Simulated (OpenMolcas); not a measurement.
# CH5Ge− (SMILES [CH3][GeH2-]): MP2/ANO-RCC-VDZP (DKH2)

Wanted: a geometry optimisation of CH5Ge−. 

The calculation is run with OpenMolcas 26.06.

## (1) Starting point

CH5Ge−: 7 atoms, total charge -1, spin state singlet. SMILES: `[CH3][GeH2-]`. The shape comes from GFN2-xTB, which is rough for such elements, and wasn't checked as a minimum. The run starts from this shape.

Bond lengths: C1–Ge2 2.070 Å, C1–H3 1.097 Å, C1–H4 1.097 Å, C1–H5 1.088 Å, Ge2–H6 1.726 Å, Ge2–H7 1.726 Å. Angles: C1–Ge2–H6 92.4°, C1–Ge2–H7 92.4°, Ge2–C1–H3 110.6°, Ge2–C1–H4 110.7°, Ge2–C1–H5 114.1°, H6–Ge2–H7 89.0°, H3–C1–H4 106.5°, H3–C1–H5 107.3°, H4–C1–H5 107.3°.

## (2) A structure relaxation at MP2/ANO-RCC-VDZP (DKH2)

input.xyz reads:

```xyz
7

C     -0.242010    -0.755470    -0.159790
Ge     0.485740     0.767880     1.037310
H     -1.174740    -1.158890     0.252200
H      0.467980    -1.590230    -0.197850
H     -0.444830    -0.456510    -1.186420
H     -0.676800     1.893620     0.436940
H      1.584660     1.299600    -0.182390
```

test.input reads:

```
* CH5Ge MP2

&gateway
  coord
  input.xyz
  basis
  ANO-RCC-VDZP
  group
  NoSym
>>> EXPORT MOLCAS_MAXITER=60
>>> Do While

&seward

&scf
  charge
  -1
  prorbitals
  0

&mbpt2
  frozen
  10
  grdt

&slapaf
>>> EndDo
```

Run with:

```sh
export MOLCAS_MEM=1860
pymolcas test.input > test.log
```

Q: Predict the results. Wanted: total energy at the end; HOMO energy; LUMO energy; HOMO–LUMO gap; correlation energy.

**Answer.** As computed:

Level: MP2/ANO-RCC-VDZP (DKH2), 10 core orbitals frozen.

| quantity | value |
| --- | --- |
| total energy at the end | -2138.23906 Eh |
| HOMO energy (Hartree–Fock orbitals) | -1.81 eV |
| LUMO energy (Hartree–Fock orbitals) | 6.42 eV |
| HOMO–LUMO gap (to an unbound level, set by the basis) | 8.23 eV |
| correlation energy (10 core orbitals frozen) | -439.8 mEh |

**Reading.** At the final geometry: Bond lengths: C1–Ge2 2.050 Å, C1–H3 1.101 Å, C1–H4 1.101 Å, C1–H5 1.100 Å, Ge2–H6 1.596 Å, Ge2–H7 1.596 Å. Angles: C1–Ge2–H6 94.4°, C1–Ge2–H7 94.4°, Ge2–C1–H3 109.7°, Ge2–C1–H4 109.7°, Ge2–C1–H5 115.2°, H6–Ge2–H7 91.2°, H3–C1–H4 106.6°, H3–C1–H5 107.6°, H4–C1–H5 107.6°. The optimisation took 24 steps and changed the energy by -0.177 eV.
